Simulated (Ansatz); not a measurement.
# Ir: stress in a strained cell

Ir is deformed so: equal xx and yy strain of +2 %. What stress and forces result, by LAPW, PAW and all-electron datasets made for the crystal?

Method: DFT PBEsol, scalar-relativistic, in Ansatz 0.2.0.

### Step 1. The system as given

The structure is cubic, space group Fm-3m (No. 225). The conventional cell has a = 3.839 Å, b = 3.839 Å, c = 3.839 Å, α = 90.00°, β = 90.00°, γ = 90.00°. Ir (site symmetry m-3m) is surrounded by 12 Ir at 2.71 Å.

Structure file:

```
Ir
1.0
     0.00000    1.91970    1.91970
     1.91970    0.00000    1.91970
     1.91970    1.91970    0.00000
Ir
1
Direct
  0.00000 0.00000 0.00000
```

### Step 2. The deformed structure

Space group Fm-3m before, I4/mmm after.

### Step 3. LAPW, all electrons

Input file input.yaml:

```yaml
crystal:
  lattice:
    - [0.0, 1.958094, 1.9197]
    - [1.958094, 0.0, 1.9197]
    - [1.958094, 1.958094, 0.0]
  atoms:
    - { symbol: Ir, position: [0.0, 0.0, 0.0] }
kpoints:
  mp_grid: { grid: [15, 15, 15] }
  band_path:
    path:
      - [0.0, 0.0, 0.0]
      - [0.0, 0.5, 0.5]
      - [0.25, 0.75, 0.5]
      - [0.0, 0.5, 0.0]
      - [0.0, 0.0, 0.0]
      - [0.5, 0.5, 0.0]
      - [0.38005, 0.61995, 0.0]
      - [-0.38005, 0.38005, 0.0]
      - [0.0, 0.0, 0.0]
    npoints: 5
scf:
  occupations: { method: fermi_dirac, width: 0.05 }
hamiltonian:
  xc: pbesol
  pseudopotentials: { kind: all_electron, lapw: { basis_error: 0.0005 } }
output:
  forces: true
  stress: true
  eigenvalues: true
```

Launch:

```bash
> ansatz run input.yaml --threads 1 --pin off --max-ram 3072MiB --backend cpu --events-out ev --progress --plain --runs-dir out
```

### Step 4. Frozen-core PAW

Input file input.yaml:

```yaml
crystal:
  lattice:
    - [0.0, 1.958094, 1.9197]
    - [1.958094, 0.0, 1.9197]
    - [1.958094, 1.958094, 0.0]
  atoms:
    - { symbol: Ir, position: [0.0, 0.0, 0.0] }
kpoints:
  mp_grid: { grid: [15, 15, 15] }
scf:
  occupations: { method: fermi_dirac, width: 0.05 }
hamiltonian:
  xc: pbesol
  pseudopotentials: { kind: paw }
output:
  forces: true
  stress: true
  eigenvalues: true
  efg: { contact_densities: true }
```

### Step 5. All-electron PAW on datasets made for the crystal

Changes to input.yaml since step 4:

```diff
@@ -13,3 +13,3 @@
   xc: pbesol
-  pseudopotentials: { kind: paw }
+  pseudopotentials: { kind: all_electron, datasets: crystal }
 output:
```

(Steps that only read results are left out.)

**Question.** What will these runs give? Wanted: pressure; largest shear or deviatoric stress.

**Answer**, as computed:

| quantity | value |
| --- | --- |
| pressure | LAPW -16.08, PAW -16.06, crystal datasets -16.08 GPa |
| largest shear or deviatoric stress (LAPW) | 4.57 GPa |

What this shows: The largest part of the stress beyond the pressure is 4.57 GPa in size, in the zz component. No run of the undeformed cell stands beside it, so the pressure holds what the given cell had before the change. PAW: stress within 0.02 GPa of LAPW. Crystal datasets: stress within 0.01 GPa of LAPW. Spin-orbit coupling is left out, though the cell holds Ir; in elements this heavy it can shift bands and gaps by tenths of an eV.
